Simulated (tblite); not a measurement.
# C5H9BOSi: the cost of one run

Computed with tblite 0.8.0 and PySCF 2.14.0, with density-fitted response routines of our own, on a single molecule in the gas phase. Atoms count from 0, in the outputs and in this text.

**1. The molecule as given**

17 atoms, charge 0, multiplicity 1; geometry from: force field or distance geometry start.

Bonds of the start (Å): C0–C1 1.32, C1–C2 1.48, C2–C3 1.43, C3–C4 1.39, C4–B5 1.59, B5–O6 1.47, O6–Si7 1.73, C4–C2 1.40, C0–H8 1.08, C0–H9 1.08, C1–H10 1.08, C3–H11 1.09, C4–H12 1.11, B5–H13 1.19, Si7–H14 1.47, Si7–H15 1.48, Si7–H16 1.47.

**2. Relaxing the molecule with GFN2-xTB**

The job: settings as JSON, then the geometry in Å.

```
{"job": {"kind": "relax", "xc": "GFN2-xTB", "basis": "xTB"}, "charge": 0, "multiplicity": 1}
C     -1.477400     1.001300    -1.531400
C     -1.822000    -0.224600    -1.175000
C     -1.291500    -0.814800     0.075800
C     -1.227300    -1.905600     0.998500
C     -0.523400    -0.729600     1.237200
B      1.037300    -0.895800     0.984900
O      1.680400    -0.334600    -0.211000
Si     2.266300     1.220200     0.258000
H     -0.823600     1.607100    -0.919000
H     -1.880900     1.418100    -2.445900
H     -2.481700    -0.818300    -1.790100
H     -1.514400    -2.915100     1.310400
H     -0.935200    -0.103700     2.062000
H      1.692200    -1.510000     1.762000
H      2.847700     1.884500    -0.917300
H      1.151900     2.049600     0.767800
H      3.294500     1.083300     1.296200
```

Started as:

```bash
> OMP_NUM_THREADS=1 python probes_run.py task.json out
```

The driver reads the jobs from task.json and runs them one after another.

**Question.** How long does this first job take on 1 thread of Arm Neoverse N1, shared host?

About 2.2 s.
